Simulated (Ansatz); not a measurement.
**Si₃N₂H₁₀ + NH₃: a complex and its separated parts**

Aim: how far the complex at one end of a reaction step lies below its separated, relaxed parts, level by level.

Program: Ansatz 0.2.0, Gaussian basis. Level of theory: PBE0-D4/def2-TZVP structures, single points in def2-TZVPP, no counterpoise correction. These are calculated values, not measurements.

Levels: SPW92, PBE-D4, BLYP-D4, r2SCAN-D4, B97M-V, PBE0-D4, B3LYP-D4, r2SCAN0-D4, BHLYP-D4, CAM-B3LYP-D4, wB97X-V, wB97M-V, B2PLYP, PBE-QIDH, RPA on PBE, Hartree-Fock, MP2, CCSD, CCSD(T).

Cores are frozen in the correlated methods. B3LYP uses VWN-RPA correlation. B2PLYP carries no dispersion term here.

94 further runs of the same task are left out: 94 set aside as unsound or not needed.

## 1. The system as given

The complex: 19 atoms, charge 0, spin multiplicity 1.

Atoms are counted from 1 here; the program's logs count them from 0.

Bond lengths: Si1–N3 1.699 Å, Si1–N5 1.741 Å, Si1–H8 1.487 Å, Si1–H9 1.495 Å, N2–H4 1.014 Å, N2–H10 1.012 Å, N2–H11 1.013 Å, N3–H12 1.005 Å, N3–H13 1.017 Å, N5–Si6 1.729 Å, N5–Si7 1.735 Å, Si6–H14 1.492 Å, Si6–H15 1.486 Å, Si6–H16 1.487 Å, Si7–H17 1.487 Å, Si7–H18 1.484 Å, Si7–H19 1.491 Å. Angles: N3–Si1–N5 108.7°, N3–Si1–H8 107.0°, N3–Si1–H9 116.9°, N5–Si1–H8 112.6°, N5–Si1–H9 103.4°, H8–Si1–H9 108.5°, H4–N2–H10 107.3°, H4–N2–H11 106.9°, H10–N2–H11 107.4°, Si1–N3–H12 121.9°, Si1–N3–H13 118.9°, H12–N3–H13 114.2°, Si1–N5–Si6 119.1°, Si1–N5–Si7 118.1°, Si6–N5–Si7 122.4°, N5–Si6–H14 111.3°, N5–Si6–H15 112.4°, N5–Si6–H16 108.3° and more.

Coordinates:

```
Si   -1.6914    0.2885   -0.0571
N     1.6930    1.9917    0.0452
N    -1.0764    1.4419   -1.1425
H     1.5741    1.6829    1.0032
N    -0.4948   -0.9555    0.1708
Si    0.0043   -1.3566    1.7769
Si    0.2762   -1.6163   -1.2355
H    -2.9526   -0.2334   -0.6468
H    -1.9761    0.7551    1.3348
H     2.3117    2.7928    0.0625
H     2.1738    1.2478   -0.4471
H    -1.6724    1.9482   -1.7741
H    -0.2119    1.9240   -0.9087
H     0.5700   -0.1688    2.4803
H    -1.1162   -1.8743    2.6051
H     1.0674   -2.3930    1.6917
H     0.6693   -3.0247   -0.9650
H    -0.6627   -1.5761   -2.3842
H     1.5145   -0.8744   -1.6094
```

Its parts: Si₃N₂H₁₀ holds atoms 1, 3, 5, 6, 7, 8, 9, 12, 13, 14, 15, 16, 17, 18, 19; NH₃ holds atoms 2, 4, 10, 11. Each part counts its atoms afresh in its own runs.

## 2. Relaxing Si₃N₂H₁₀ alone

Contents of relax-a/in.yaml:

```yaml
crystal:
  periodic: [false, false, false]
  atoms:
    - {symbol: Si, position_ang: [-1.691357, 0.288473, -0.057073]}
    - {symbol: N, position_ang: [-1.076443, 1.441914, -1.142480]}
    - {symbol: N, position_ang: [-0.494762, -0.955511, 0.170768]}
    - {symbol: Si, position_ang: [0.004291, -1.356577, 1.776886]}
    - {symbol: Si, position_ang: [0.276196, -1.616257, -1.235536]}
    - {symbol: H, position_ang: [-2.952578, -0.233418, -0.646802]}
    - {symbol: H, position_ang: [-1.976099, 0.755113, 1.334778]}
    - {symbol: H, position_ang: [-1.672436, 1.948160, -1.774144]}
    - {symbol: H, position_ang: [-0.211890, 1.924020, -0.908706]}
    - {symbol: H, position_ang: [0.569968, -0.168808, 2.480312]}
    - {symbol: H, position_ang: [-1.116206, -1.874346, 2.605075]}
    - {symbol: H, position_ang: [1.067436, -2.392977, 1.691718]}
    - {symbol: H, position_ang: [0.669263, -3.024661, -0.964954]}
    - {symbol: H, position_ang: [-0.662660, -1.576099, -2.384195]}
    - {symbol: H, position_ang: [1.514508, -0.874390, -1.609405]}
basis:
  gaussian: {orbitals: def2-TZVP}
hamiltonian: {xc: pbe0, dispersion: d4}
relax: {f_tol: 0.005, max_steps: 200}
```

Launch:

```
> ansatz run in.yaml --threads 4 --pin off --events-out ev --progress --plain --max-ram 66560MiB --backend cuda --devices 0, --max-vram 37GiB
```

After this run come: Relaxing NH₃ alone; SPW92/def2-TZVPP; PBE-D4/def2-TZVPP; BLYP-D4/def2-TZVPP; r2SCAN-D4/def2-TZVPP; B97M-V/def2-TZVPP; PBE0-D4/def2-TZVPP; B3LYP-D4/def2-TZVPP; r2SCAN0-D4/def2-TZVPP; BHLYP-D4/def2-TZVPP; CAM-B3LYP-D4/def2-TZVPP; wB97X-V/def2-TZVPP; wB97M-V/def2-TZVPP; B2PLYP/def2-TZVPP; PBE-QIDH/def2-TZVPP; RPA on PBE/def2-TZVPP; CCSD(T)/def2-TZVPP; Vibrations of Si₃N₂H₁₀; Vibrations of NH₃.

What does the calculation give? Wanted: complex less parts, CCSD(T)/def2-TZVPP; largest T1 diagnostic.

**Answer**, as computed:

| quantity | value |
| --- | --- |
| complex less parts, CCSD(T)/def2-TZVPP | -0.259 eV |
| largest T1 diagnostic | 0.011 |

In words: At CCSD(T) the complex lies 0.259 eV below its parts. The functionals run from wB97X-V, off by -0.011 eV, to SPW92, off by -0.171 eV, against CCSD(T). By rung, the mean size of the error is: LDA 0.171, GGA 0.055, meta-GGA 0.026, hybrid 0.030, range-separated hybrid 0.022, double hybrid 0.039 eV. PBE-D4 gives a relative energy 0.066 eV too low, outside chemical accuracy (1 kcal/mol, 0.043 eV). No counterpoise was applied, and triple zeta lacks some correlation, so the CCSD(T) reference has a basis error of its own, and close matches with it are partly luck.
